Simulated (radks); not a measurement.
**Mn³⁺ in [Ar] 3d4: an all-electron calculation**

An exercise on one series of results from a longer session: the logs are not shown, and one member is left open.

The numbers are computed with radks (a radial shooting solver on a logarithmic mesh, Libxc functionals) version 1 (Dirac Kohn-Sham, LDA (Slater exchange, Perdew-Wang correlation), spin-unpolarised, spherical densities, finite nucleus; open shells are shared between the two j in proportion to 2j + 1), except any that are marked as measured or tabulated.

### The atom as given

| Quantity | Value |
| --- | --- |
| element | manganese (Z = 25) |
| charge | +3 |
| electrons | 22 |
| configuration | [Ar] 3d4 |
| nuclear rms radius | 3.7057 fm |

The outer shells:

Mn³⁺
```
[Ar] core
3d [↑ ][↑ ][↑ ][↑ ][  ]
```

Set-up of the first run:

Settings of this run:

```text
Z 25
configuration [Ar] 3d4 4s0 4p0
relativity Dirac
functional lda,pw
spin unpolarised
j_filling average
nucleus finite rms 3.7057 fm
c 137.035999084
```

Started as:

```
> python run_ks.py task.json out
```

The same process makes all the runs of this session.

One table of the session follows, with a row left open; its other results are not shown here.

It belongs to the step «Orbitals and density». Sizes of the orbitals, from the radial functions (bohr):

| level | <r> | outermost maximum (interpolated) | 90 % within | nodes |
| --- | --- | --- | --- | --- |
| 1s1/2 | 0.06101 | 0.0399 | 0.109 | 0 |
| 2s1/2 | 0.2799 | 0.233 | 0.434 | 1 |
| 2p1/2 | 0.2454 | 0.187 | 0.403 | 0 |
| 2p3/2 | 0.2484 | 0.189 | 0.407 | 0 |
| 3s1/2 | 0.8455 | 0.734 | 1.26 | 2 |
| 3p1/2 | 0.8842 | 0.743 | 1.36 | 1 |
| 3p3/2 | ? | ? | ? | ? |
| 3d3/2 | 1.041 | 0.735 | 1.74 | 0 |
| 3d5/2 | 1.044 | 0.737 | 1.75 | 0 |
| 4s1/2 | 2.315 | 2.08 | 3.36 | 3 |
| 4p1/2 | 2.627 | 2.34 | 3.84 | 2 |
| 4p3/2 | 2.644 | 2.36 | 3.86 | 2 |

Q: Estimate the row for 3p3/2 from the others.

The run gave: <r>: 0.8927; outermost maximum (interpolated): 0.750; 90 % within: 1.37; nodes: 1. In the column «<r>» it lies between 3p1/2 (0.8842) and 3d3/2 (1.041).

Limits of these values: Spin polarisation and multiplet splitting are left out.
